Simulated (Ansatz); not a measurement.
# Ca, space group Pm-3m: a check of PAW against all-electron LAPW

With Ansatz 0.2.0 through its Python package.

Notebook, run cell by cell (the value of a cell's last expression is shown):

```python
import ansatz as az
import numpy as np


def count_gap(report):
    # lowest empty less highest filled band, counting bands; zero where they overlap
    return max(report.get("gap_by_band_count_ev") or 0.0, 0.0)
```

```python
system = (
    az.Lattice.from_parameters(2.615, 2.615, 2.615, alpha=90.0, beta=90.0, gamma=90.0)
    .atom("Ca", [0.0, 0.0, 0.0])
)
```

```python
len(system.resolved().sites)
```

    1

```python
calculation = (
    system.calculation()
    .functional("lda")
    .kpoints(length=32)
    .occupations("fermi_dirac", width=0.1)
    .stress()
    .forces()
    .band_table()
)
variants = {
    "PAW": calculation.pseudopotentials("paw"),
    "LAPW": calculation.pseudopotentials("all_electron", lapw=True),
}
# totals differ by the cores that each treatment holds, so compare what does not depend on them
rows = []
for label, variant in variants.items():
    summary = variant.run(threads=1, backend="cpu").report
    levels = np.array(summary["eigenvalues_ev"][0]) - summary["fermi_energy_ev"]
    print(label, "levels at the first k-point near E_F:", np.round(levels[np.abs(levels) < 5], 3))
    rows.append((label, summary["n_electrons"], np.trace(summary["stress_gpa"]) / 3, count_gap(summary)))
for row in rows:
    print("; ".join(f"{name} = {round(v, 4) if isinstance(v, float) else v}" for name, v in zip(["treatment", "electrons in bands", "P GPa", "gap by band count eV"], row)))
```

    DeckWarning: basis.ecutwfc = 420 eV, auto-derived from the records' recommended cutoffs: set by Ca (normal level)
    PAW levels at the first k-point near E_F: [-4.114 -0.076 -0.076]
    LAPW levels at the first k-point near E_F: [-4.112 -0.078 -0.078]
    treatment = PAW; electrons in bands = 10.0; P GPa = 34.2564; gap by band count eV = 0.0
    treatment = LAPW; electrons in bands = 18.0; P GPa = 34.2492; gap by band count eV = 0.0

PAW gives 34.256 GPa and LAPW 34.249 GPa, 0.007 GPa apart. They took 0.8 and 4.5 s of processor time.

The computed bands are complete only to about 4.6 eV above the Fermi level. The mesh is modest for a metal, so energies can be off by several to tens of meV an atom and pressures by half a GPa or more; differences at equal mesh fare better. A gap by band count of zero or less means overlapping bands, a metal. At these settings the cell as given stands under about 34 GPa, so it isn't at this functional's equilibrium volume and may be a high-pressure phase. This isn't the structure that Ca takes at ambient conditions. Levels are Kohn-Sham eigenvalues on this mesh. Warnings are shown shortened and without file and line. Pressure is positive in compression; the treatments may keep other shells as core, so totals and counts of electrons can differ. Timing: 5.8 s on 1 thread of Arm Neoverse V2, with other jobs on the host, peak memory 0.4 GiB.
